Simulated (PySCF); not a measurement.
# C2H9NSi: the cost of one run

Computed with PySCF 2.14.0, with density-fitted response routines of our own, on a single molecule in the gas phase. Atoms count from 0, in the outputs and in this text.

## 1. The molecule as given

13 atoms, charge 0, multiplicity 1; geometry from: GFN2-xTB. The atoms were then displaced at random by about 0.01 Å, so the start is not that level's minimum.

Bonds of the start (Å): C0–N1 1.44, N1–Si2 1.74, Si2–C3 1.87, C0–H4 1.11, C0–H5 1.07, C0–H6 1.10, N1–H7 1.01, Si2–H8 1.46, Si2–H9 1.46, C3–H10 1.09, C3–H11 1.11, C3–H12 1.08.

## 2. Geometry optimisation at PBE0-D3(BJ)/def2-SVP

The job: settings as JSON, then the geometry in Å.

```
{"job": {"xc": "PBE0", "basis": "def2-SVP", "d3": "d3bj", "grid": 1, "shake": 0.01, "kind": "geom"}, "charge": 0, "multiplicity": 1}
C      1.745940     0.400040     0.260070
N      0.880100    -0.753780     0.293520
Si    -0.688000    -0.864830    -0.449090
C     -1.639010     0.663040     0.071410
H      1.099410     1.302440     0.360550
H      2.440310     0.403640     1.075310
H      2.292050     0.516530    -0.683840
H      1.456820    -1.586270     0.294660
H     -1.216870    -2.100410     0.127250
H     -0.672670    -0.929250    -1.906280
H     -1.584360     0.856580     1.146820
H     -2.720480     0.512270    -0.130950
H     -1.387410     1.563120    -0.469750
```

Launch:

```
$ OMP_NUM_THREADS=1 python probes_run.py task.json out
```

The driver reads the jobs from task.json and runs them one after another.

Q: Estimate the wall time and peak memory of this first job on 1 thread of Arm Neoverse N1, shared host.

About 60 s, with a peak of 0.43 GiB.
